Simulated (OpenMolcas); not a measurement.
# C2H5ClSi (SMILES ClC1C[SiH2]1) at 6 levels

Aim: a comparison of 6 runs (HF/3-21G, B2PLYP/def2-SVP, B3LYP/def2-SVP, M06-2X/def2-SVP, PBE/def2-SVP, TPSS/def2-SVP) of C2H5ClSi. 

The results are computed with OpenMolcas 26.06.

### 1 The system as given

The species is C2H5ClSi (9 atoms), meant as a singlet with charge 0. SMILES: `ClC1C[SiH2]1`. The coordinates come from a PBE0-D4/def2-TZVP relaxation.

Bond lengths: Cl1–C2 1.761 Å, C2–C3 1.532 Å, C2–Si4 1.855 Å, C3–Si4 1.853 Å, C2–H5 1.084 Å, C3–H6 1.086 Å, C3–H7 1.085 Å, Si4–H8 1.475 Å, Si4–H9 1.478 Å. Some angles: Cl1–C2–C3 117.2°, Cl1–C2–Si4 122.4°, C3–C2–Si4 65.5°, C2–C3–Si4 65.7°, C2–Si4–C3 48.8°, Cl1–C2–H5 110.3°, C3–C2–H5 115.4°, Si4–C2–H5 119.3°, C2–C3–H6 115.0°, C2–C3–H7 116.2°.

### 2 Energy and gradient at HF/3-21G (run 1)

Input file mol.xyz:

```xyz
9

Cl    -0.610200    -0.416600    -2.254300
C     -0.442600     0.373500    -0.689900
C      0.930400     0.305100    -0.014300
Si    -0.417500    -0.575100     0.903900
H     -0.899600     1.356600    -0.714500
H      1.659300    -0.322300    -0.518200
H      1.345700     1.248900     0.324100
H     -0.452800    -2.048100     0.838700
H     -1.023900     0.031800     2.107300
```

Input file job.input:

```
* C2H5ClSi Hartree-Fock
&GATEWAY
BasLib = $CurrDir
Coord = mol.xyz
Basis = 3-21G
Group = NoSym
&SEWARD
&SCF
Thresholds = 1e-10 1e-07 1e-07 1e-05
PrOrbitals = 1
&ALASKA
```

The basis set 3-21G is read from a file made from the Basis Set Exchange's data (not shown).

The run is started by

```console
$ export MOLCAS_MEM=1860
$ pymolcas job.input > job.log
```

The log of the run:

```text
--- Start Module: gateway ---
[...]
--- Stop Module: gateway /rc=_RC_ALL_IS_WELL_ ---
[...]
      Basis functions           54
[...]
--- Start Module: scf ---
[...]
       Convergence after  12 Iterations
[...]
::    Total SCF energy                               -822.8422786476
[...]
      Total spin, S                                     0.0000000000
[...]
      Total electronic charge=   48.000000
      Total            charge=   -0.000000
[...]
      Dipole Moment (debye):
      Origin of the operator (angstrom)=   -0.2884   -0.2418   -0.6516
                   X=  3.8754E-01               Y=  6.0594E-01               Z=  2.6085E+00           Total=  2.7058E+00
      Quadrupole Moment (debye*angstrom):
[...]
--- Stop Module: scf /rc=_RC_ALL_IS_WELL_ ---
--- Start Module: alaska ---
[...]
 *              Molecular gradients               *
 **************************************************
  Irreducible representation: a
 ------------------------------------------------------------------------------------------
                              X                       Y                       Z
 ------------------------------------------------------------------------------------------
  CL1               3.52811799068276E-03    1.85195498736244E-02    3.70009123583586E-02
  C2                8.40508665588402E-03   -3.41155448332606E-02   -2.25311645077566E-02
  C3               -2.64103229327044E-02   -8.34967895696526E-03    5.93733480239034E-03
  SI4               1.17141140077179E-02    1.49694212998188E-02   -2.13946344193960E-02
  H5               -4.41598835293844E-03    8.17232897747555E-03    3.72768213665275E-04
  H6                4.07400669824831E-03   -4.99149474380278E-03   -2.51828586312164E-03
  H7                2.70528996057995E-03    6.12893452415531E-03    2.29127942711038E-03
  H8                3.89093734692869E-04   -1.01983120442295E-03   -1.30562783443200E-04
[...]
--- Stop Module: alaska /rc=_RC_ALL_IS_WELL_ ---
[...]
```

Run time: 1.8 s. Hardware: 1 thread of Intel Xeon 6975P-C (Granite Rapids), shared host; peak memory 0.39 GiB.

### 3 A single-point energy at B2PLYP/def2-SVP (run 2)

Input file mol.input:

```
>>> EXPORT MOLCAS_PRINT=2

&GATEWAY
  BasLib=$CurrDir
  Coord
  9
  angstrom
  Cl      -0.610200      -0.416600      -2.254300
  C       -0.442600       0.373500      -0.689900
  C        0.930400       0.305100      -0.014300
  Si      -0.417500      -0.575100       0.903900
  H       -0.899600       1.356600      -0.714500
  H        1.659300      -0.322300      -0.518200
  H        1.345700       1.248900       0.324100
  H       -0.452800      -2.048100       0.838700
  H       -1.023900       0.031800       2.107300
  Basis=def2-SVP
  Group=NoSym

&SEWARD
  GridInput
  Grid=UltraFine
  End of Grid

&SCF
  KSDFT=B2PLYP_SCF
  Thresholds=1e-10 1e-07 1e-07 1e-05
  PrOrbitals=1 2

&MBPT2
  Frozen=12
```

The basis set def2-SVP is read from a file made from the Basis Set Exchange's data (not shown).

The run is started by

```console
$ export MOLCAS_MEM=1860
$ pymolcas mol.input > mol.log
```

The log of the run:

```text
--- Start Module: gateway ---
[...]
--- Stop Module: gateway /rc=_RC_ALL_IS_WELL_ ---
[...]
      Basis functions           89
[...]
--- Start Module: scf ---
[...]
       Convergence after  13 Iterations
[...]
::    Total KS-DFT energy                            -828.0234482688
[...]
      Total spin, S                                     0.0000000000
[...]
      Total electronic charge=   48.000000
      Total            charge=   -0.000000
[...]
      Dipole Moment (debye):
      Origin of the operator (angstrom)=   -0.2884   -0.2418   -0.6516
                   X=  2.6511E-01               Y=  4.9554E-01               Z=  1.8973E+00           Total=  1.9788E+00
      Quadrupole Moment (debye*angstrom):
[...]
--- Stop Module: scf /rc=_RC_ALL_IS_WELL_ ---
[...]
--- Start Module: mbpt2 ---
[...]
 ###    WARNING: MP2 implementation intended for RHF references only         ###
 ###############################################################################
MBPT2 WARNING: Reference function according to RunFile:KS-DFT
I'll assume you know what you're doing and continue
WARNING!
Default frozen orbitals as non valence orbitals is overwritten by user input.
Default values:   9
[...]
       Reference weight ( Cref**2 )         =        0.77026
::    Total MBPT2 energy                             -828.6516310487
[...]
      Total MBPT2 calculations                           0.21      0.23
--- Stop Module: mbpt2 /rc=_RC_ALL_IS_WELL_ ---
[...]
```

It took 17 s on 1 thread of Intel Xeon 6975P-C (Granite Rapids), shared host; peak memory 0.49 GiB.

Runs 3 to 5 aren't shown in full; the table further down has their settings and results.

### 4 Energy and forces at TPSS/def2-SVP (run 6)

Changes to mol.input since step 3:

```diff
@@ -1,5 +1,3 @@
->>> EXPORT MOLCAS_PRINT=2
-
 &GATEWAY
-  BasLib=$CurrDir
+  BasLib = $CurrDir
   Coord
@@ -16,4 +14,4 @@
   H       -1.023900       0.031800       2.107300
-  Basis=def2-SVP
-  Group=NoSym
+  Basis = def2-SVP
+  Group = NoSym
 
@@ -25,7 +23,8 @@
 &SCF
-  KSDFT=B2PLYP_SCF
-  Thresholds=1e-10 1e-07 1e-07 1e-05
-  PrOrbitals=1 2
+  KSDFT = 2
+  1.0 MGGA_X_TPSS
+  1.0 MGGA_C_TPSS
+  Thresholds = 1e-10 1e-07 1e-07 1e-05
+  PrOrbitals = 0
 
-&MBPT2
-  Frozen=12
+&ALASKA
```

The basis set def2-SVP is read from a file made from the Basis Set Exchange's data (not shown).

The run is started by

```console
$ export MOLCAS_MEM=1860
$ pymolcas mol.input > mol.log
```

The log of the run:

```text
--- Start Module: gateway ---
[...]
--- Stop Module: gateway /rc=_RC_ALL_IS_WELL_ ---
[...]
      Basis functions           89
[...]
--- Start Module: scf ---
[...]
       Convergence after  15 Iterations
[...]
::    Total KS-DFT energy                            -828.6328543526
[...]
      Total spin, S                                     0.0000000000
[...]
      Total electronic charge=   48.000000
      Total            charge=   -0.000000
[...]
      Dipole Moment (debye):
      Origin of the operator (angstrom)=   -0.2884   -0.2418   -0.6516
                   X=  3.6502E-01               Y=  5.9798E-01               Z=  1.6347E+00           Total=  1.7785E+00
      Quadrupole Moment (debye*angstrom):
[...]
--- Stop Module: scf /rc=_RC_ALL_IS_WELL_ ---
[...]
--- Start Module: alaska ---
[...]
 *              Molecular gradients               *
 **************************************************
  Irreducible representation: a
 ------------------------------------------------------------------------------------------
                              X                       Y                       Z
 ------------------------------------------------------------------------------------------
  CL1               2.03123559815577E-03    6.11509973982205E-03    1.29108959229249E-02
  C2               -6.64555520501375E-04   -1.72533721114831E-03   -1.43640162546865E-03
  C3               -1.11785470986980E-03   -9.23496223461662E-04   -6.38534132008872E-04
  SI4               5.18901241751379E-03    6.94767518814743E-03   -1.01627436927032E-02
  H5                4.24898730599477E-03   -8.58746192570070E-03    3.99836096434264E-05
  H6               -6.33464637969716E-03    4.95379175633737E-03    4.11667869689070E-03
  H7               -4.04287330999020E-03   -7.95663593306184E-03   -3.00492249321160E-03
  H8                3.81716855799574E-05    1.70530114969747E-03   -1.69549056863505E-04
[...]
--- Stop Module: alaska /rc=_RC_ALL_IS_WELL_ ---
[...]
```

Run time: 34 s. Hardware: 1 thread of Intel Xeon 6975P-C (Granite Rapids), shared host; peak memory 0.49 GiB.

### 5 Overview of the runs

```tsv
run	level	task	frozen core orbitals	energy (Eh)	dipole moment (D)	HOMO energy (eV)	LUMO energy (eV)	wall time
1	HF/3-21G	gradient	–	-822.842279	2.71	-9.77	3.49	1.8 s
2	B2PLYP/def2-SVP	energy	12	-828.193058	1.98	-7.89	1.51	17 s
3	B3LYP/def2-SVP	gradient	–	-828.599945	1.75	-6.64	0.05	25 s
4	M06-2X/def2-SVP	gradient	–	-828.494268	1.94	-8.01	1.03	32 s
5	PBE/def2-SVP	gradient	–	-828.116846	1.63	-5.69	-0.66	24 s
6	TPSS/def2-SVP	gradient	–	-828.632854	1.78	-5.82	-0.53	34 s
```

### 6 Outcome

| quantity | value |
| --- | --- |
| run 6: total energy | -828.63285 Eh |
| run 6: dipole moment | 1.78 D |
| run 6: HOMO energy | -5.82 eV |
| run 6: LUMO energy | -0.53 eV |
| run 6: HOMO–LUMO gap | 5.29 eV |
| run 6: largest force on an atom | 0.742 eV/Å |

In words: The dipole moment (its size) runs from 1.63 D (PBE/def2-SVP) to 2.71 D (HF/3-21G). The two ends differ in method and basis. The HOMO–LUMO gap runs from 5.03 eV (PBE/def2-SVP) to 13.26 eV (HF/3-21G). For B2PLYP the log adds the whole second-order term; the table takes 0.27 of it, as the functional is defined. Totals of different functionals can't be ranked against each other. All runs together took 2.2 min, the longest 34 s.
